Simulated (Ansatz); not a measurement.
# Alloy of AlN and SiC (9 of 48 Al sites, 9 of 48 N sites exchanged), 96 atoms, part 2 of 2

Ansatz 0.2.0, PAW. The steps go on from the part before.

### 3 Single point with r²SCAN

File in.yaml:

```yaml
crystal:
  lattice:
    - [9.347840, 0.000000, 0.000000]
    - [0.000000, 10.774181, 0.000000]
    - [0.000000, 0.000000, 9.985515]
  atoms:
    - { symbol: Al, position: [0.164718, 0.085464, 0.245037] }
    - { symbol: Al, position: [0.170052, 0.083660, 0.751327] }
    - { symbol: Al, position: [0.003061, 0.333308, 0.742298] }
    - { symbol: Al, position: [0.504600, 0.083041, 0.249384] }
    - { symbol: Al, position: [0.493337, 0.087945, 0.750889] }
    - { symbol: Al, position: [0.331355, 0.331913, 0.745282] }
    - { symbol: Al, position: [0.163934, 0.582324, 0.247484] }
    - { symbol: Al, position: [0.167099, 0.576515, 0.747156] }
    - { symbol: Al, position: [0.997052, 0.831800, 0.253372] }
    - { symbol: Al, position: [0.002221, 0.831931, 0.742486] }
    - { symbol: Al, position: [0.831503, 0.082668, 0.250297] }
    - { symbol: Al, position: [0.834581, 0.086711, 0.750333] }
    - { symbol: Al, position: [0.668786, 0.331452, 0.244017] }
    - { symbol: Al, position: [0.661684, 0.336214, 0.751284] }
    - { symbol: Al, position: [0.500762, 0.583282, 0.248526] }
    - { symbol: Al, position: [0.500211, 0.585836, 0.750306] }
    - { symbol: Al, position: [0.334839, 0.833414, 0.249896] }
    - { symbol: Al, position: [0.836127, 0.580525, 0.250720] }
    - { symbol: Al, position: [0.669797, 0.832852, 0.252407] }
    - { symbol: Al, position: [0.667349, 0.837825, 0.750585] }
    - { symbol: Al, position: [0.000612, 0.162628, 0.499068] }
    - { symbol: Al, position: [0.002175, 0.168323, 0.999087] }
    - { symbol: Al, position: [0.333681, 0.166920, 0.494549] }
    - { symbol: Al, position: [0.165731, 0.414778, 0.491695] }
    - { symbol: Al, position: [0.996930, 0.662532, 0.500009] }
    - { symbol: Al, position: [0.003210, 0.666380, 0.999580] }
    - { symbol: Al, position: [0.664830, 0.168953, 0.504028] }
    - { symbol: Al, position: [0.666899, 0.169313, 0.992799] }
    - { symbol: Al, position: [0.502384, 0.417633, 0.498266] }
    - { symbol: Al, position: [0.495395, 0.416294, 0.993219] }
    - { symbol: Al, position: [0.334072, 0.668086, 0.498590] }
    - { symbol: Al, position: [0.169035, 0.916758, 0.497938] }
    - { symbol: Al, position: [0.828965, 0.414678, 0.502788] }
    - { symbol: Al, position: [0.837424, 0.418042, 0.988476] }
    - { symbol: Al, position: [0.669747, 0.665570, 0.501746] }
    - { symbol: Al, position: [0.667358, 0.672257, 0.000994] }
    - { symbol: Al, position: [0.498217, 0.919867, 0.501440] }
    - { symbol: Al, position: [0.500330, 0.917965, 0.001651] }
    - { symbol: Al, position: [0.836021, 0.920891, 0.000822] }
    - { symbol: Si, position: [0.998365, 0.331510, 0.252569] }
    - { symbol: Si, position: [0.333287, 0.333789, 0.245916] }
    - { symbol: Si, position: [0.329934, 0.831712, 0.750050] }
    - { symbol: Si, position: [0.833484, 0.583179, 0.751245] }
    - { symbol: Si, position: [0.332404, 0.165673, 0.002636] }
    - { symbol: Si, position: [0.168855, 0.410211, 0.000393] }
    - { symbol: Si, position: [0.330673, 0.660327, 0.001470] }
    - { symbol: Si, position: [0.164397, 0.915027, 0.000977] }
    - { symbol: Si, position: [0.834852, 0.917193, 0.502358] }
    - { symbol: N, position: [0.995961, 0.172122, 0.191058] }
    - { symbol: N, position: [0.004992, 0.160969, 0.690357] }
    - { symbol: N, position: [0.337753, 0.171717, 0.187899] }
    - { symbol: N, position: [0.328528, 0.163213, 0.681865] }
    - { symbol: N, position: [0.167724, 0.415267, 0.680441] }
    - { symbol: N, position: [0.998135, 0.667576, 0.188612] }
    - { symbol: N, position: [0.992645, 0.662963, 0.696261] }
    - { symbol: N, position: [0.667554, 0.164431, 0.186227] }
    - { symbol: N, position: [0.491751, 0.414327, 0.190685] }
    - { symbol: N, position: [0.334690, 0.669099, 0.180324] }
    - { symbol: N, position: [0.331701, 0.679675, 0.692022] }
    - { symbol: N, position: [0.167908, 0.913121, 0.179816] }
    - { symbol: N, position: [0.178130, 0.910732, 0.694300] }
    - { symbol: N, position: [0.842532, 0.413471, 0.183794] }
    - { symbol: N, position: [0.668635, 0.665620, 0.190046] }
    - { symbol: N, position: [0.676370, 0.670330, 0.696496] }
    - { symbol: N, position: [0.500722, 0.914569, 0.190112] }
    - { symbol: N, position: [0.486282, 0.909493, 0.698795] }
    - { symbol: N, position: [0.833410, 0.916367, 0.188392] }
    - { symbol: N, position: [0.834546, 0.916351, 0.684565] }
    - { symbol: N, position: [0.170027, 0.080388, 0.433687] }
    - { symbol: N, position: [0.009230, 0.335796, 0.939362] }
    - { symbol: N, position: [0.499372, 0.082003, 0.436583] }
    - { symbol: N, position: [0.489529, 0.084655, 0.948306] }
    - { symbol: N, position: [0.337129, 0.332009, 0.422984] }
    - { symbol: N, position: [0.169715, 0.586346, 0.439298] }
    - { symbol: N, position: [0.008748, 0.837778, 0.939814] }
    - { symbol: N, position: [0.829900, 0.072137, 0.441911] }
    - { symbol: N, position: [0.836389, 0.084254, 0.942454] }
    - { symbol: N, position: [0.664139, 0.332485, 0.430830] }
    - { symbol: N, position: [0.666624, 0.337969, 0.949864] }
    - { symbol: N, position: [0.500773, 0.589707, 0.436396] }
    - { symbol: N, position: [0.494076, 0.595431, 0.946867] }
    - { symbol: N, position: [0.336440, 0.833921, 0.437578] }
    - { symbol: N, position: [0.325140, 0.825334, 0.938025] }
    - { symbol: N, position: [0.830008, 0.582923, 0.437756] }
    - { symbol: N, position: [0.831919, 0.591654, 0.933536] }
    - { symbol: N, position: [0.671931, 0.839287, 0.448625] }
    - { symbol: N, position: [0.667608, 0.838821, 0.939970] }
    - { symbol: C, position: [0.165326, 0.406594, 0.187924] }
    - { symbol: C, position: [0.664199, 0.163243, 0.696270] }
    - { symbol: C, position: [0.493776, 0.422934, 0.689315] }
    - { symbol: C, position: [0.833854, 0.426532, 0.699565] }
    - { symbol: C, position: [0.176459, 0.074261, 0.949961] }
    - { symbol: C, position: [0.995408, 0.329526, 0.431889] }
    - { symbol: C, position: [0.325238, 0.323344, 0.943726] }
    - { symbol: C, position: [0.175104, 0.576308, 0.944132] }
    - { symbol: C, position: [0.992982, 0.836396, 0.448250] }
  symmetry: { detect: false }
kpoints:
  mp_grid: { grid: [1, 1, 1], shift: [0.25, 0.25, 0.25] }
hamiltonian:
  xc: r2scan
scf:
  occupations: { method: fermi_dirac, width: 0.01 }
output:
  forces: true
  eigenvalues: true
  populations: true
  eigenstates: { kpoints: [[0.25, 0.25, 0.25]], e_range: [-6.0, 6.0], localisation: true }
```

The run is started by

```console
$ ansatz run in.yaml --threads 4 --pin off --max-ram 61750MiB --runs-dir r --events-out ev --progress --plain --backend cuda --devices 0, --max-vram 37GiB
```

What it wrote:

```text
Pseudopotentials: kind: paw
Functional definition: r2SCAN
  parameter k0 = 0.174
  parameter k1 = 0.065
  parameter a1 = 4.9479
  exchange = r2scan_x(k0 = k0, k1 = k1, a1 = a1)
  correlation = r2scan_c
Crystal: 96 atoms, lattice volume = 1005.694 Å³
Basis set: ecut = 500 eV, 25537 PW (Γ), exchange–correlation on 288×320×300 points (64 copies of the dense FFT grid, shifted against one another)
Bands: 288, of which v1, the nominal top of the filled ones, is band 192 counted from 1 (191 counted from 0)
Symmetry: 1 space group operations
k-points: 1
Non-local potential: Al, projectors of the file, l = 0: 2, l = 1: 2, l = 2: 1
Non-local potential: Si, projectors of the file, l = 0: 2, l = 1: 2, l = 2: 2
Non-local potential: N, projectors of the file, l = 0: 2, l = 1: 2, l = 2: 1
Non-local potential: C, projectors of the file, l = 0: 2, l = 1: 2, l = 2: 1
PAW form: soft (Blöchl's): semilocal exchange-correlation on the pseudo side does not see the compensation charge
PAW frozen core: Al, regenerated for the run's functional (the file was generated under x = pbe(κ = 0.804, μ = 0.2195149727645171), c = pbe(β = 0.06672455060314922))
PAW frozen core: Si, regenerated for the run's functional (the file was generated under x = pbe(κ = 0.804, μ = 0.2195149727645171), c = pbe(β = 0.06672455060314922))
PAW frozen core: N, regenerated for the run's functional (the file was generated under x = pbe(κ = 0.804, μ = 0.2195149727645171), c = pbe(β = 0.06672455060314922))
PAW frozen core: C, regenerated for the run's functional (the file was generated under x = pbe(κ = 0.804, μ = 0.2195149727645171), c = pbe(β = 0.06672455060314922))
PAW one-centre angular grid: Al, 302 points (default); XC on 160 Gauss nodes
PAW one-centre angular grid: Si, 302 points (default); XC on 160 Gauss nodes
PAW one-centre angular grid: N, 302 points (default); XC on 160 Gauss nodes
PAW one-centre angular grid: C, 302 points (default); XC on 239 of its mesh's 2573 points in the sphere
Initial density: superposition of atomic densities (neutral atoms: chi_scale 0, normalization atom), corrected by the library's trained network
Initial wavefunctions: pseudopotential atomic-orbital guess
Functional: x = r2scan, c = r2scan; τ floored in thin density (d = 2e-4 eV/Å³)
SCF iter   1: F=—  HF=-44220.795677 eV  |F-HF|=—  |Δ(HF+E_count)|=         —  Δρ=7.23e-3  dr2=8.84e-1  dr2_τ=7.91e0  ethr=1.77e-3  ⟨swp⟩=6.0  Hψ=1326  notcnv=0  defer=45
preconditioner: auto → Resta (q_TF=auto, 2.324 Å⁻¹)  ε∞=3.7  [insulator: Δε(μ)=4.122 eV  Ē_g=13.890 eV  σ=0.010 eV  W_gap=1.00  n_scr=218 (ndim 8)  ℏωp=22.9 eV  f_vac=0.000  D(μ)=0.00/eV (n_scr^D=0)  ε∞_Penn≈3.7]
SCF iter   2: F=—  HF=-44223.841257 eV  |F-HF|=—  |Δ(HF+E_count)|=    3.05e0  Δρ=5.16e-3  dr2=2.60e-1  dr2_τ=6.26e-3  ethr=2.30e-4  ⟨swp⟩=3.0  Hψ=532  notcnv=0  defer=92
SCF iter   3: F=—  HF=-44223.801820 eV  |F-HF|=—  |Δ(HF+E_count)|=   3.94e-2  Δρ=1.28e-3  dr2=1.41e-2  dr2_τ=2.72e-3  ethr=6.78e-5  ⟨swp⟩=4.0  Hψ=395  notcnv=0  defer=92
SCF iter   4: F=—  HF=-44223.800748 eV  |F-HF|=—  |Δ(HF+E_count)|=   1.07e-3  Δρ=4.98e-4  dr2=2.35e-3  dr2_τ=5.81e-4  ethr=3.67e-6  ⟨swp⟩=2.0  Hψ=392  notcnv=0  defer=92
SCF iter   5: F=—  HF=-44223.799769 eV  |F-HF|=—  |Δ(HF+E_count)|=   9.79e-4  Δρ=1.71e-4  dr2=3.07e-4  dr2_τ=8.81e-6  ethr=6.11e-7  ⟨swp⟩=2.0  Hψ=387  notcnv=0  defer=92
SCF iter   6: F=—  HF=-44223.800391 eV  |F-HF|=—  |Δ(HF+E_count)|=   6.22e-4  Δρ=6.21e-5  dr2=3.85e-5  dr2_τ=2.41e-6  ethr=7.99e-8  ⟨swp⟩=2.0  Hψ=346  notcnv=0  defer=92
SCF iter   7: F=—  HF=-44223.800240 eV  |F-HF|=—  |Δ(HF+E_count)|=   1.51e-4  Δρ=1.45e-5  dr2=2.25e-6  dr2_τ=2.19e-7  ethr=1.00e-8  ⟨swp⟩=2.0  Hψ=474  notcnv=0  defer=92
SCF iter   8: F=-44223.800240 eV  HF=-44223.800240 eV  |F-HF|=1.90e-9  |Δ(HF+E_count)|=   2.02e-9  Δρ=3.00e-6  dr2=7.57e-8  dr2_τ=1.07e-8  ethr=2.60e-11  ⟨swp⟩=14.0  Hψ=2222  notcnv=0
SCF 1 converged in 8 iterations: F = -44223.800240 eV  dr2 = 7.57e-8
NSCF: frozen V_eff on 1 k-points
SCF converged after 8 iterations
Free energy (F): -44223.800240 eV
Harris-Foulkes:  -44223.800240 eV  (|F-HF|=1.90e-9)
Internal energy: -44223.800240 eV  (E = F + TS)
E sigma→0 (E₀):  -44223.800240 eV
Fermi energy:    10.581679 eV
--- Per-component energies (eV) ---
  E_band       = 634.782629
  E_kinetic    = 7481.226792
  E_local      = -9981.946940  (includes V_loc(G=0)·N_el)
  E_nonlocal   = 2563.797472
  E_hartree    = 3490.161855
  E_xc         = -4763.902732
  E_vxc        = -5710.963846  (∫ρ·V_xc dr)
  E_paw        = -29076.213797  (= ΣΔE_a)
  E_vpaw       = -997.361102  (= ΣTr[D̂ρ^β])
  E_aug_tail   = 0.000780  (compensation charges beyond the density's cutoff)
  E_vtau       = 299.713128  (kinetic-family band-sum trace: ∫τ·v_τ [+ j·A + Jᵃ·Aᵃ] dr)
  E_ewald      = -13932.515577
  E_core_change = -4.408093  (= ΣΔE_core)
  E_smearing   = -0.000000  (= −TS)
  E_closure    = 0.000000  (closes the sum)
  Σ components = -44223.800240   (vs F -44223.800240, Δ=0.00e0)
--- Forces (eV/Å), atoms counted from 1 ---
  atom   1  Al    -0.01002291     0.01662121     0.04889906
  atom   2  Al     0.01099877     0.04067414    -0.04335199
  atom   3  Al     0.00497151     0.04476021     0.00569132
  atom   4  Al     0.02945556     0.01727528     0.02925869
  atom   5  Al     0.04863482     0.07038985    -0.03151986
  atom   6  Al     0.03342457     0.04741071    -0.03290399
  atom   7  Al    -0.02654673     0.01985516     0.02459380
  atom   8  Al    -0.02715460    -0.04036814     0.00667947
  atom   9  Al    -0.03368575    -0.01500143    -0.01132987
  atom  10  Al    -0.01252085    -0.01876195     0.00063845
  atom  11  Al    -0.02155936    -0.00754039    -0.01150616
  atom  12  Al    -0.04907410     0.04907599    -0.00326905
  atom  13  Al    -0.00673462    -0.04493463     0.05863199
  atom  14  Al    -0.01146601    -0.00139345    -0.01595601
  atom  15  Al     0.01545100     0.00322288     0.03031347
  atom  16  Al     0.00543424    -0.09219878    -0.02151798
  atom  17  Al     0.02040852     0.00826755    -0.00937931
  atom  18  Al     0.00475917     0.01949637     0.01747476
  atom  19  Al     0.01281553     0.02072848    -0.03568670
  atom  20  Al     0.02175772    -0.04626125     0.03247349
  atom  21  Al     0.01806179     0.04184969     0.00882355
  atom  22  Al    -0.03540807     0.00809283     0.01552311
  atom  23  Al     0.00010085    -0.03523144     0.02417201
  atom  24  Al    -0.03507280     0.00822726     0.05041337
  atom  25  Al    -0.02144280     0.02365071    -0.00925226
  atom  26  Al    -0.00928666    -0.00932190     0.03752574
  atom  27  Al    -0.02846934    -0.00814412     0.04887563
  atom  28  Al     0.02266279     0.04322415     0.02956882
  atom  29  Al     0.01285386    -0.00751728     0.05977078
  atom  30  Al     0.04664657    -0.06693886     0.01059978
  atom  31  Al    -0.00554830     0.00555537    -0.03314141
  atom  32  Al    -0.01824312     0.00309274    -0.02754953
  atom  33  Al     0.02817334     0.01120854    -0.02582124
  atom  34  Al    -0.03479614    -0.04606736     0.01252901
  atom  35  Al     0.02464657    -0.02454407    -0.01777643
  atom  36  Al    -0.00184761    -0.00447768     0.00974055
  atom  37  Al    -0.01558860     0.00576262    -0.04325118
  atom  38  Al     0.05982531     0.03998355     0.03874093
  atom  39  Al    -0.02844675     0.04191622     0.02249253
  atom  40  Si    -0.00377402    -0.02203428     0.09551363
  atom  41  Si     0.01746786     0.01421549     0.09125834
  atom  42  Si    -0.00293936    -0.02976372    -0.09830188
  atom  43  Si     0.02196692    -0.09586238     0.00200213
  atom  44  Si     0.00829547     0.03143088    -0.02872920
  atom  45  Si     0.00907668    -0.05707438    -0.00226027
  atom  46  Si     0.01669263    -0.07494238     0.04172162
  atom  47  Si    -0.05376900     0.07320524     0.05351764
  atom  48  Si     0.05093906    -0.00070806    -0.00479398
  atom  49  N      0.01626115    -0.03241573    -0.00896810
  atom  50  N      0.00544481    -0.02093282    -0.00759949
  atom  51  N     -0.00444891    -0.01211619    -0.00776062
  atom  52  N      0.00348678    -0.02832228     0.01237835
  atom  53  N     -0.01204492     0.01912107     0.01672709
  atom  54  N      0.01191899    -0.00706090    -0.00648951
  atom  55  N     -0.01323460     0.02859236    -0.00989400
  atom  56  N     -0.01411906    -0.00118707     0.03856258
  atom  57  N     -0.01649270     0.00388596     0.01021577
  atom  58  N      0.01136359     0.00292178    -0.02776552
  atom  59  N      0.01798611     0.08467440     0.00618056
  atom  60  N      0.01694632    -0.00632551    -0.03260668
  atom  61  N      0.04450048    -0.05838287     0.01230039
  atom  62  N     -0.02499524     0.01274232     0.02733303
  atom  63  N     -0.01940053     0.01163099    -0.01731779
  atom  64  N     -0.01394963     0.02297065    -0.02495447
  atom  65  N     -0.02180639     0.00597588    -0.02509729
  atom  66  N     -0.03627119    -0.03847155    -0.01049571
  atom  67  N     -0.00105953     0.00646961    -0.01995484
  atom  68  N     -0.01528305    -0.02064826    -0.00124151
  atom  69  N      0.00489907    -0.01089136    -0.01529940
  atom  70  N     -0.00572791    -0.00718481     0.02315958
  atom  71  N     -0.01971143    -0.02481704    -0.02087476
  atom  72  N     -0.01647821    -0.02802529     0.00064362
  atom  73  N     -0.01459222    -0.01372201    -0.04768357
  atom  74  N      0.00918227    -0.00375129    -0.02109603
  atom  75  N      0.04232652     0.01291221     0.02590791
  atom  76  N      0.02018038    -0.03873201    -0.01689419
  atom  77  N      0.01182680    -0.02715709     0.00477595
  atom  78  N     -0.01022428     0.01305171    -0.00424130
  atom  79  N      0.00113890    -0.00284897    -0.00190844
  atom  80  N     -0.00676915     0.01436119    -0.03128737
  atom  81  N     -0.04320936     0.02773130    -0.00186488
  atom  82  N     -0.00205163     0.00358144    -0.01893270
  atom  83  N      0.00863067     0.01698358    -0.01482353
  atom  84  N     -0.01084348     0.03418175    -0.02197626
  atom  85  N      0.00481729     0.00383384     0.00236315
  atom  86  N     -0.00479475    -0.00123808    -0.02668985
  atom  87  N     -0.01936384    -0.00903262    -0.00775862
  atom  88  C      0.03569422     0.01084179    -0.00243663
  atom  89  C     -0.00316034    -0.02941983    -0.02046399
  atom  90  C     -0.00939615     0.02566764    -0.00270916
  atom  91  C      0.02087989     0.07083103    -0.00793072
  atom  92  C     -0.00997328    -0.04978871    -0.00391916
  atom  93  C      0.02672104    -0.01306775    -0.06046871
  atom  94  C     -0.01238249    -0.00717997     0.01297945
  atom  95  C      0.02348652     0.07540003    -0.01694258
  atom  96  C     -0.00800003     0.02423706    -0.02877736
  max |Σ_I F_I| component: 1.45e-3 eV/Å
--- Band table (eV) ---
  k-point 0: bands = [... 180 lower levels ..., "7.2907", "7.3667", "7.4077", "7.5106", "7.6858", "7.7131", "7.8215", "7.9282", "8.0829", "8.1437", "8.4368", "8.6935", "12.4699", "12.5271", "12.6525", "12.7089", "12.8055", "12.8254", "12.9369", "13.0230", "13.1326", "13.1531", "13.2890", "13.3531", ... 84 higher levels ...]
--- Löwdin populations: 96 sites ---
  site symbol       q [e]
     0     Al      1.8437
     1     Al      1.9044
     2     Al      1.8945
     3     Al      1.8554
     4     Al      1.9232
     5     Al      1.9581
     6     Al      1.9009
     7     Al      1.8943
     8     Al      1.9161
     9     Al      1.8454
    10     Al      1.8511
    11     Al      1.9196
    12     Al      1.8573
    13     Al      2.0072
    14     Al      1.8579
    15     Al      1.9295
    16     Al      1.8561
    17     Al      1.8549
    18     Al      1.8507
    19     Al      1.8522
    20     Al      1.9066
    21     Al      1.8964
    22     Al      1.8458
    23     Al      1.9001
    24     Al      1.9009
    25     Al      1.9100
    26     Al      1.9107
    27     Al      1.8402
    28     Al      1.9189
    29     Al      1.8980
    30     Al      1.8547
    31     Al      1.9113
    32     Al      1.9561
    33     Al      1.8511
    34     Al      1.8508
    35     Al      1.8563
    36     Al      1.8519
    37     Al      1.8545
    38     Al      1.8548
    39     Si      2.7127
    40     Si      2.6311
    41     Si      2.5654
    42     Si      2.6422
    43     Si      2.7060
    44     Si      2.7649
    45     Si      2.6464
    46     Si      2.6503
    47     Si      2.6327
    48      N      6.0293
    49      N      6.0740
    50      N      5.9791
    51      N      6.0860
    52      N      6.0855
    53      N      6.0828
    54      N      6.0249
    55      N      6.0847
    56      N      6.0148
    57      N      6.0264
    58      N      6.0161
    59      N      6.0160
    60      N      6.0234
    61      N      6.0125
    62      N      6.0742
    63      N      6.0211
    64      N      6.0802
    65      N      6.0108
    66      N      6.0841
    67      N      6.0314
    68      N      6.0771
    69      N      6.0234
    70      N      6.0837
    71      N      6.0242
    72      N      6.0202
    73      N      6.0696
    74      N      6.0120
    75      N      6.0139
    76      N      6.0832
    77      N      6.0759
    78      N      6.0857
    79      N      6.0735
    80      N      6.0177
    81      N      6.0851
    82      N      5.9186
    83      N      6.0845
    84      N      6.0320
    85      N      6.0146
    86      N      6.0827
    87      C      5.1339
    88      C      5.3103
    89      C      5.3098
    90      C      5.2435
    91      C      5.1946
    92      C      5.2604
    93      C      5.1963
    94      C      5.1899
    95      C      5.2522
  spilling = 0.009586 (of n_electrons = 384.000000)
```

It took 9.5 s on 1 × NVIDIA H100 80GB HBM3 with 4 threads of AMD EPYC 7R13, shared host; peak host memory 2.5 GiB.

Top filled level 8.694 eV, lowest empty level 12.470 eV: 3.78 eV apart at the single k point (¼, ¼, ¼).

Frontier states and how far they spread:

```
level (eV)  spin  filling  atoms sharing it  main element  its share  largest atom
     -0.26  both     2.00               8.4             C       0.59    C90 (0.26)
      0.00  both     2.00               6.6             C       0.60    C90 (0.32)
      3.78  both     0.00              47.6             N       0.41             –
      3.83  both     0.00              72.2            Al       0.41             –
      3.96  both     0.00              66.5            Al       0.38             –
      4.02  both     0.00              71.5             N       0.41             –
      4.11  both     0.00              67.0            Al       0.42             –
      4.13  both     0.00              75.5            Al       0.41             –
```

The largest force by r²SCAN is 0.11 eV/Å, on Si47: the geometry is not this level's minimum.

### 4 Summary of results

This closing draws on all 2 parts. Changes of volume or cell count from the first structure of part 1.

```
             level         time  top filled to lowest empty (eV)
PBEsol, relaxation   16 s (GPU)                             3.22
            r²SCAN  9.5 s (GPU)                             3.78
```

```
     quantity                                                                       value
   relaxation                                            6 recorded steps, 6.43 eV gained
largest shift                                                                0.19 Å (C92)
 relaxed cell  a = 9.348 Å, b = 10.774 Å, c = 9.986 Å, α = 90.00°, β = 90.00°, γ = 90.00°
   mean bonds                            Al–C 1.936, Al–N 1.913, C–Si 1.824, N–Si 1.809 Å
```

Relaxation gains 6.43 eV, with shifts up to 0.19 Å (C92), while the volume changes by +0.4 %. The mean lengths of the listed bonds run from N–Si 1.81 Å to Al–C 1.94 Å. With one k point the spacing samples only the states that fold onto it, so it can exceed the gap over the zone.
